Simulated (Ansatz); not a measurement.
Working through a rigid scan of one bond length of CH₃AlFN, SMILES [F][Al]1[CH2][NH]1

Computed with Ansatz 0.2.0 through its Python package.

Run as a notebook:

```python
import warnings

import ansatz as az
import numpy as np
```

```python
params = {
    "basis": "def2-SVP",
    "functional": "r2scan0",
}
```

```python
warnings.simplefilter("ignore", az.DeckWarning)
```

```python
system = (
    az.Crystal.molecule()
    .atom("F", (-0.7538, -2.5815, 1.2363))
    .atom("Al", (-0.1657, -1.1339, 0.2976))
    .atom("C", (0.2092, 0.7361, 0.2297))
    .atom("N", (-0.3932, 0.3121, -0.9722))
    .atom("H", (1.2945, 1.0302, 0.0254))
    .atom("H", (-0.3869, 1.419, 0.8655))
    .atom("H", (0.2571, 0.15, -1.7281))
)
```

```python
symbols = [site.symbol for site in system.cartesian_sites]
start = np.array([site.position_ang for site in system.cartesian_sites])
axis = (start[5] - start[2]) / np.linalg.norm(start[5] - start[2])
moving = [5]
lengths, energies = [0.974, 1.019, 1.063, 1.107, 1.152, 1.196, 1.24, 1.307], []
for length in lengths:
    xyz = start.copy()
    xyz[moving] += (length - np.linalg.norm(start[5] - start[2])) * axis
    point = az.Crystal.molecule()
    for symbol, place in zip(symbols, xyz):
        point = point.atom(symbol, place.tolist())
    calculation = point.calculation().basis(gaussian=params["basis"]).functional(params["functional"])
    data = calculation.run(threads=1).report
    energies.append(data["free_energy_ev"])
    print(f"r = {length:6.3f} A  E = {energies[-1]:.5f} eV  <S^2> = {abs(data['mean_field']['state']['spin_squared']):.3f}")
```

    r =  0.974 A  E = -11877.82658 eV  <S^2> = 0.000
    r =  1.019 A  E = -11878.03178 eV  <S^2> = 0.000
    r =  1.063 A  E = -11878.12816 eV  <S^2> = 0.000
    r =  1.107 A  E = -11878.14446 eV  <S^2> = 0.000
    r =  1.152 A  E = -11878.09731 eV  <S^2> = 0.000
    r =  1.196 A  E = -11878.00366 eV  <S^2> = 0.000
    r =  1.240 A  E = -11877.87469 eV  <S^2> = 0.000
    r =  1.307 A  E = -11877.63085 eV  <S^2> = 0.000

```python
fit = np.polynomial.Polynomial.fit(lengths, np.array(energies) - min(energies), 4).convert()
roots = [r.real for r in fit.deriv().roots() if abs(r.imag) < 1e-9 and fit.deriv(2)(r.real) > 0]
r_e = min(roots, key=lambda r: abs(r - lengths[int(np.argmin(energies))]))
print(f"minimum of the fit at {r_e:.4f} A, force constant {fit.deriv(2)(r_e):.2f} eV/A^2")
```

    minimum of the fit at 1.0950 A, force constant 34.39 eV/A^2

Notes:
- Total energies depend on the basis set; only differences at equal settings carry meaning.
- The rest of the molecule is held rigid at a force-field or estimated start geometry, and the basis set is modest; single-reference methods fail as a bond breaks.
- The orbitals are restricted, so S² is zero by construction.
- Wall time of the script: 33 s on 1 thread of Arm Neoverse V2, on a shared host, peak memory 0.21 GiB.
